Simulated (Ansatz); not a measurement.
**TaVN2 under changes of volume**

One of the cells (9.990 Å³/atom); the others are scaled copies at fixed shape and fractional positions:

```
Ta V N
1.0
     3.04987    0.00000    0.00000
     0.00000    3.04987    0.00000
     0.00000    0.00000    4.29606
Ta V N
1 1 2
Direct
  0.00000 0.00000 0.00000
  0.50000 0.50000 0.50000
  0.50000 0.50000 0.00000
  0.00000 0.00000 0.50000
```

The cell comes from a database or a generator and needn't be the stable form of this composition.

| Quantity | Value |
| --- | --- |
| Program | Ansatz 0.2.0 |
| Functional | r2SCAN |
| Potentials or basis | Ansatz PAW |
| Cutoff | 500 eV (not typed: the program's choice for these potentials) |
| k mesh | 9 × 9 × 6 |
| Occupations | fermi-dirac, width 0.05 eV |
| Spin | collinear spin, ferromagnetic start |
| Starting moments | [0.0, 2.0, 0.0, 0.0] μB |

```csv
volume (Å³/atom),energy over the lowest point (meV/atom),pressure (GPa),moment (μB per cell)
9.391,38.70,21.4,1.67
9.591,17.21,13.5,1.72
9.790,4.82,7.1,1.87
9.990,0.00,1.0,1.97
10.190,1.97,-4.3,2.09
10.390,10.46,-9.5,2.14
10.590,?,?,?
```

Task: What does the run at 10.590 Å³/atom give?

Result: Energy over the lowest point 25.24 meV/atom; pressure -14.2 GPa; moment 2.17 μB per cell.

Worked out: A Birch-Murnaghan fit of order 3 (a polynomial in V^(-2/3)) to the other rows has its minimum at 10.02 Å³/atom with B0 = V·E''(V) = 274 GPa and B' = 4.8 at fixed shape and positions, which overstates the stiffness. It gives 24.30 meV/atom at 10.590 Å³/atom, against the run's 25.24, and -dE/dV = -13.2 GPa, against -14.2. A parabola through the other rows of the moment, of slope 0.433 μB per Å³/atom there, extrapolates to 2.25 μB, against the run's 2.17. The fit is too stiff a form for this range.

Energies are extrapolated to zero smearing.

Caveats: the magnetic or orbital state may not be the lowest; the PAW data sets come from PBE, with cores solved anew for the run's functional, which leaves a small shift of forces and pressure.
